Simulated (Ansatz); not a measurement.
This script makes a ladder of basis sets of CuH3O2, SMILES [OH][Cu-][OH2+] with the Python package of Ansatz (0.2.0).

The script, `cuh3o2_basis.py`:
```python
"""How the energy of CuH3O2 converges with the basis."""

from dataclasses import dataclass

import ansatz


@dataclass
class Settings:
    functional: str = "hf"


cfg = Settings()

GEOMETRY = """
O    -1.76360   -0.66860   -0.39040
Cu    0.30660   -1.26130    0.24020
O     1.21340    0.26770    0.52220
H    -1.57080    0.28530   -0.78760
H     1.22360    0.31540   -0.47000
H     0.63290    0.99750    0.83940
"""


def main() -> None:
    geometry = ansatz.Crystal.molecule()
    for line in GEOMETRY.strip().splitlines():
        symbol, *xyz = line.split()
        geometry = geometry.atom(symbol, [float(v) for v in xyz])

    job = geometry.calculation().functional(cfg.functional)

    energies = {}
    for basis in ["STO-3G", "6-31G", "6-31G*", "def2-SVP", "def2-SVPD", "def2-TZVP", "def2-TZVPP"]:
        data = job.basis(gaussian=basis).run(threads=1, backend="cpu").report
        size = data["n_frozen"] + data["n_occupied"][0] + data["n_virtual"][0]
        energies[basis] = (data["reference_energy_ev"] / 27.211386246, data["free_energy_ev"] / 27.211386246)
        print(f"{basis:14s} {size:4d} orbitals  reference {energies[basis][0]:14.6f} Ha  total {energies[basis][1]:14.6f} Ha")

    last = energies["def2-TZVPP"][1]
    for basis, (_, total) in energies.items():
        print(f"{basis:14s} lies {27.211386 * (total - last):9.4f} eV above def2-TZVPP")


if __name__ == "__main__":
    main()
```

How far does the total energy move along this ladder of basis sets?

Against STO-3G: 6-31G -20320.5 mHa, 6-31G* -20364.7 mHa, def2-SVP -20332.2 mHa, def2-SVPD -20368.1 mHa, def2-TZVP -20759.1 mHa and def2-TZVPP -20765.4 mHa. The last step alone is -6.27 mHa (these two sets differ little on atoms other than hydrogen). From the first set to the last the time grows from 1.0 to 1.6 s.

The run itself:

```console
$ python cuh3o2_basis.py
STO-3G           31 orbitals  reference   -1769.638267 Ha  total   -1769.638267 Ha
6-31G            53 orbitals  reference   -1789.958746 Ha  total   -1789.958746 Ha
6-31G*           72 orbitals  reference   -1790.002942 Ha  total   -1790.002942 Ha
def2-SVP         74 orbitals  reference   -1789.970457 Ha  total   -1789.970457 Ha
def2-SVPD       104 orbitals  reference   -1790.006399 Ha  total   -1790.006399 Ha
def2-TZVP       125 orbitals  reference   -1790.397384 Ha  total   -1790.397384 Ha
def2-TZVPP      168 orbitals  reference   -1790.403654 Ha  total   -1790.403654 Ha
STO-3G         lies  565.0549 eV above def2-TZVPP
6-31G          lies   12.1066 eV above def2-TZVPP
6-31G*         lies   10.9039 eV above def2-TZVPP
def2-SVP       lies   11.7879 eV above def2-TZVPP
def2-SVPD      lies   10.8099 eV above def2-TZVPP
def2-TZVP      lies    0.1706 eV above def2-TZVPP
def2-TZVPP     lies    0.0000 eV above def2-TZVPP
```

The drop along the ladder measures the basis error, and is no property of the molecule. The geometry is a force-field or estimated start, not a minimum of this method, and the last set is no limit. Much of the fall in a total is atomic energy, which cancels in bond and reaction energies. Totals across families of basis sets mostly measure their core functions. The whole script took 7 s on 1 thread of Arm Neoverse V2, with other jobs on the host, peak memory 0.33 GiB.

(Lines on the test bed's own set-up are left out of the output.)
